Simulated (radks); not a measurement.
# Ce⁺ in [Xe] 4f1 5d2: an all-electron calculation

Wanted: eigenvalues, radial structure and energy terms of the cerium ion Ce+.

Method: scalar-relativistic Kohn-Sham, revPBE, spin-polarised, spherical densities, finite nucleus; open shells are filled with parallel spins first. Code: radks (a radial shooting solver on a logarithmic mesh, Libxc functionals) version 1.

## 1. The atom as given

* element: cerium (Z = 58)
* charge: +1
* electrons: 57
* configuration: [Xe] 4f1 5d2
* nuclear rms radius: 4.8771 fm

The outer shells:

Ce⁺
```
[Xe] core
4f [↑ ][  ][  ][  ][  ][  ][  ]
5d [↑ ][↑ ][  ][  ][  ]
```

## 2. The calculation

Settings of this run:

```text
Z 58
configuration [Xe] 4f1 5d2 6s0 6p0 5f0 6d0
relativity scalar-relativistic
functional pbe_r,pbe
spin polarised
nucleus finite rms 4.8771 fm
c 137.035999084
```

Launch:

```bash
$ python run_ks.py task.json out
```

This one command runs every case of the session in turn.

Q: Predict the outcome of this run.

As calculated:

| quantity | value |
| --- | --- |
| total energy | -8860.1135 hartree |
| exchange-correlation share of it | 2.36 % |
| −T/E | 1.0598 |
| highest occupied level | 5d up, -7.640 eV |
| most extended occupied level | 5d up, <r> = 2.80 bohr |
| radius at density 0.001 e/bohr³ | 4.34 bohr |
| maxima of the radial density | 4 |
| ionisation energy, NIST | 10.96 (semi-emp.) eV |

**Reading.** The radial density shows 4 maxima for 5 occupied principal shells; where shells overlap, one shows as a shoulder or not at all. Relativity lifts −T/E to 1.060. Minus the highest eigenvalue, 7.640 eV, is 70 % of the tabulated ionisation energy (10.96 eV); the potential of a semilocal functional falls off too fast, so its top eigenvalue is too shallow. Open shells are spherical and high-spin; term and fine-structure splittings are not resolved. Spin-orbit splitting is averaged out at the scalar-relativistic level.
